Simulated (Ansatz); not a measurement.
CH₈GeOSi, SMILES [OH][GeH2][CH2][SiH3]: vertical spin-state energies, run with the Ansatz DFT code, driven from Python.

`run_spin.py`
```python
'''Vertical spin-state energies of CH8GeOSi.'''

import ansatz

geometry_ang = [
    ('O', [-1.8773, 1.1394, -0.5544]),
    ('Ge', [-0.4437, 1.35, 0.4154]),
    ('C', [0.1881, -0.4056, 0.9025]),
    ('Si', [0.7877, -1.343, -0.6193]),
    ('H', [-1.5984, 0.9485, -1.4907]),
    ('H', [-0.7637, 2.1739, 1.6989]),
    ('H', [0.6712, 2.103, -0.3971]),
    ('H', [-0.5363, -0.9447, 1.448]),
    ('H', [1.1082, -0.2767, 1.6198]),
    ('H', [1.7561, -0.6064, -1.3159]),
    ('H', [-0.47, -1.5295, -1.4629]),
    ('H', [1.255, -2.664, -0.2101]),
]
system = ansatz.Crystal.molecule()
for symbol, xyz in geometry_ang:
    system = system.atom(symbol, xyz)

calculation = (
    system.calculation()
    .basis(gaussian='def2-TZVP')
    .functional('PBE', dispersion='d3bj')
    .accuracy('medium')
)
found = {}
for unpaired in [0, 2]:
    r = calculation.spin('collinear', total=unpaired).run().report
    s = unpaired / 2
    found[unpaired] = r['free_energy_ev']
    print(f'2S+1 = {unpaired + 1}: E = {found[unpaired]:.5f} eV, <S^2> = {abs(r["mean_field"]["state"]["spin_squared"]):.3f} (pure state {s * (s + 1):.2f})')
lowest = min(found, key=found.get)
for unpaired, e in found.items():
    print(f'multiplicity {unpaired + 1}: {23.060548 * (e - found[lowest]):.1f} kcal/mol above the lowest')
```

Which spin state is lowest at this geometry, and how far above lie the others?

In order: multiplicity 1 (+0.00 eV) and multiplicity 3 (+5.90 eV), all at the one geometry.

What the script printed:

```console
$ python run_spin.py
2S+1 = 1: E = -67595.64113 eV, <S^2> = 0.000 (pure state 0.00)
2S+1 = 3: E = -67589.74277 eV, <S^2> = 2.003 (pure state 2.00)
multiplicity 1: 0.0 kcal/mol above the lowest
multiplicity 3: 136.0 kcal/mol above the lowest
```

The settings weren't tested for convergence. The geometry is a force-field or estimated start, not a minimum of this method, and the basis set is short of its limit. All parts are taken at fixed geometry, without zero-point energy. Timing: 67 s on 1 thread of Arm Neoverse V1, on a shared host, peak memory 0.48 GiB.

(Lines on the test bed's own set-up are left out of the output.)
